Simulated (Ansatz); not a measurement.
# ClF2H4NSi: the cost of one run

Method: revPBE-D4/def2-SVP; program: Ansatz 0.2.0, Gaussian basis.

## (1) Where the work starts

The start, a first-order saddle point found at PBE0-D4 in triple zeta: 9 atoms, charge 0, spin multiplicity 1.

Atoms are counted from 1 here; the program's logs count them from 0.

Bond lengths: Si1–N2 1.811 Å, Si1–F3 1.594 Å, Si1–F4 1.570 Å, Si1–H5 1.455 Å, N2–H6 1.162 Å, N2–H8 1.016 Å, N2–H9 1.017 Å. Angles: N2–Si1–F3 101.3°, N2–Si1–F4 106.6°, N2–Si1–H5 116.0°, F3–Si1–F4 104.8°, F3–Si1–H5 106.5°, F4–Si1–H5 119.4°, Si1–N2–H6 94.8°, Si1–N2–H8 114.9°, Si1–N2–H9 113.0°, H6–N2–H8 113.0°, H6–N2–H9 111.5°, H8–N2–H9 109.1°.

As a file:

```mol
ClF2H4NSi
  3D, bonds by distance, orders not assigned

  9  7  0  0  0  0  0  0  0  0999 V2000
   -0.7698   -0.4585   -0.2128 Si  0  0
    0.9559    0.0849   -0.1419 N   0  0
   -0.6872   -1.6234   -1.2970 F   0  0
   -1.0662   -1.1922    1.1438 F   0  0
   -1.7250    0.5129   -0.7237 H   0  0
    0.7415    0.9999    0.5412 H   0  0
   -0.3748    1.9199    1.4119 Cl  0  0
    1.3596    0.3436   -1.0373 H   0  0
    1.5662   -0.5871    0.3158 H   0  0
  1  2  8  0
  1  3  8  0
  1  4  8  0
  1  5  8  0
  2  6  8  0
  2  8  8  0
  2  9  8  0
M  END
```

## (2) Dynamics

md/in.yaml

```yaml
crystal:
  periodic: [false, false, false]
  atoms:
    - {symbol: Si, position_ang: [-0.769830, -0.458518, -0.212770]}
    - {symbol: N, position_ang: [0.955853, 0.084929, -0.141909]}
    - {symbol: F, position_ang: [-0.687217, -1.623434, -1.296993]}
    - {symbol: F, position_ang: [-1.066155, -1.192210, 1.143762]}
    - {symbol: H, position_ang: [-1.725016, 0.512938, -0.723651]}
    - {symbol: H, position_ang: [0.741535, 0.999913, 0.541178]}
    - {symbol: Cl, position_ang: [-0.374761, 1.919883, 1.411917]}
    - {symbol: H, position_ang: [1.359574, 0.343554, -1.037323]}
    - {symbol: H, position_ang: [1.566216, -0.587056, 0.315789]}
basis:
  gaussian: {orbitals: def2-SVP}
hamiltonian: {xc: {name: revPBE}, dispersion: d4}
md: {n_steps: 30, timestep: 0.25, temperature: 200, ensemble: nve, seed: 686, initial_velocities: maxwell_boltzmann}
```

On the command line:

```bash
$ ansatz run in.yaml --threads 4 --pin off --events-out ev --progress --plain --max-ram 9574MiB
```

**Question.** How long does this run take on 4 threads of Arm Neoverse V2, shared host?

About 22 s.
